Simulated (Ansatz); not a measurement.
# C2H5AlClNSi: geometry optimisation

What geometry does C2H5AlClNSi take? A script is to give a geometry optimisation; the system is C2H5AlClNSi. SMILES: Cl[C]1=C[SiH2][NH][AlH]1.

Computed with the Python package of Ansatz 0.2.0. Level of theory: B3LYP+D3(BJ)/cc-pVDZ.

**1. The system**

Bond lengths: Cl1–C2 1.800 Å, C2–C3 1.307 Å, C3–Si4 1.837 Å, Si4–N5 1.872 Å, C2–Al6 1.935 Å, N5–Al6 1.867 Å, C3–H7 1.144 Å, Si4–H8 1.467 Å, Si4–H9 1.423 Å, N5–H10 1.076 Å, Al6–H11 1.600 Å. Angles (14 of 18 angles, heavy atoms first): Cl1–C2–C3 123.1°, Cl1–C2–Al6 128.0°, C3–C2–Al6 108.9°, C2–C3–Si4 120.1°, C3–Si4–N5 104.5°, Si4–N5–Al6 100.0°, C2–Al6–N5 106.3°, C2–C3–H7 121.9°, Si4–C3–H7 118.0°, C3–Si4–H8 111.2°, C3–Si4–H9 114.5°, N5–Si4–H8 108.2°, N5–Si4–H9 108.8°, Si4–N5–H10 105.9°.

No structure file is read: the coordinates are typed or built in the script.

**2. The script**

Input file opt_c2h5alclnsi.py:

```python
'''Minimum-energy structure of C2H5AlClNSi.'''

import itertools

import ansatz
from ase.data import atomic_numbers, covalent_radii
import numpy as np

BASIS = 'cc-pVDZ'
FUNCTIONAL = 'B3LYP'
VDW = 'd3bj'

mol = (
    ansatz.Crystal.molecule()
    .atom('Cl', (0.8769, -2.8042, -1.4558))
    .atom('C', (0.3771, -1.2356, -0.7283))
    .atom('C', (1.1569, -0.526, 0.0434))
    .atom('Si', (0.5666, 1.0717, 0.7326))
    .atom('N', (-1.211, 1.2021, 0.1595))
    .atom('Al', (-1.3202, -0.3246, -0.9097))
    .atom('H', (2.2255, -0.8533, 0.2872))
    .atom('H', (0.5744, 1.0521, 2.199))
    .atom('H', (1.2813, 2.2129, 0.2715))
    .atom('H', (-1.8154, 1.0275, 1.0323))
    .atom('H', (-2.6467, -0.8796, -1.6109))
)

setup = mol.calculation()
setup = setup.basis(gaussian=BASIS).functional(FUNCTIONAL, dispersion=VDW)
symbols = [site.symbol for site in mol.cartesian_sites]
start = np.array([site.position_ang for site in mol.cartesian_sites], dtype=float)
rep = setup.relax(force_tolerance=0.02, max_steps=100).run(threads=1, backend='cpu').report
end = np.array(rep['positions_ang'])

print(f'E = {rep["free_energy_ev"]:.6f} eV = {rep["free_energy_ev"] / 27.211386246:.7f} Ha')
print('converged:', rep['converged'], ' doubts:', rep['published_state_doubts'] or 'none')

# pairs closer than 1.2 times the sum of covalent radii, before or after
radius = [covalent_radii[atomic_numbers[s]] for s in symbols]
span = lambda where, i, j: np.linalg.norm(where[i] - where[j])
bonded = [(i, j) for i, j in itertools.combinations(range(len(symbols)), 2) if min(span(start, i, j), span(end, i, j)) < 1.2 * (radius[i] + radius[j])]
print('pair        before    after (A)')
for i, j in bonded:
    print(f'{symbols[i]}{i}-{symbols[j]}{j}'.ljust(10), f'{span(start, i, j):8.4f} {span(end, i, j):8.4f}')

charges = rep['charge_distribution']
print('dipole moment', round(4.803205 * float(np.linalg.norm(charges['dipole_moment_e_ang'])), 3), 'D')
print('Mulliken:', [(s, round(q, 3)) for s, q in zip(symbols, charges['mulliken_charges_e'])])
with open('c2h5alclnsi_opt.xyz', 'w') as handle:
    handle.write(f'{len(symbols)}\nrelaxed C2H5AlClNSi\n')
    handle.writelines(f'{s:2s} {x:11.6f} {y:11.6f} {z:11.6f}\n' for s, (x, y, z) in zip(symbols, end))
```

**3. The input behind the calls**

The package turns the script's settings into the engine's input:

```yaml
crystal:
  periodic: [false, false, false]
  atoms:
    - { symbol: Cl, position_ang: [0.8769, -2.8042, -1.4558] }
    - { symbol: C, position_ang: [0.3771, -1.2356, -0.7283] }
    - { symbol: C, position_ang: [1.1569, -0.526, 0.0434] }
    - { symbol: Si, position_ang: [0.5666, 1.0717, 0.7326] }
    - { symbol: "N", position_ang: [-1.211, 1.2021, 0.1595] }
    - { symbol: Al, position_ang: [-1.3202, -0.3246, -0.9097] }
    - { symbol: H, position_ang: [2.2255, -0.8533, 0.2872] }
    - { symbol: H, position_ang: [0.5744, 1.0521, 2.199] }
    - { symbol: H, position_ang: [1.2813, 2.2129, 0.2715] }
    - { symbol: H, position_ang: [-1.8154, 1.0275, 1.0323] }
    - { symbol: H, position_ang: [-2.6467, -0.8796, -1.6109] }
basis:
  gaussian:
    orbitals: cc-pVDZ
hamiltonian:
  xc: b3lyp
  dispersion: d3bj
relax:
  f_tol: 0.02
  max_steps: 100
```

**4. Launch**

Launch:

```console
python opt_c2h5alclnsi.py
```

Q: Predict the main results. Wanted: total energy; dipole moment; moves of the relaxation; energy gained; last largest force component.

The runs gave:

| quantity | value |
| --- | --- |
| total energy | -30645.7441 eV |
| dipole moment | 2.25 D |
| moves of the relaxation | 8 |
| energy gained | 0.820 eV |
| last largest force component | 0.0087 eV/Å |

**Reading.** After 8 moves the largest shift is 0.775 Å, of atom 10 (H). The end point is the stationary point reached from this start; no frequency run checks that it is a minimum, and the basis set is modest. b3lyp holds the VWN-RPA fit, as in Gaussian; the form of ORCA and Turbomole is b3lyp5.
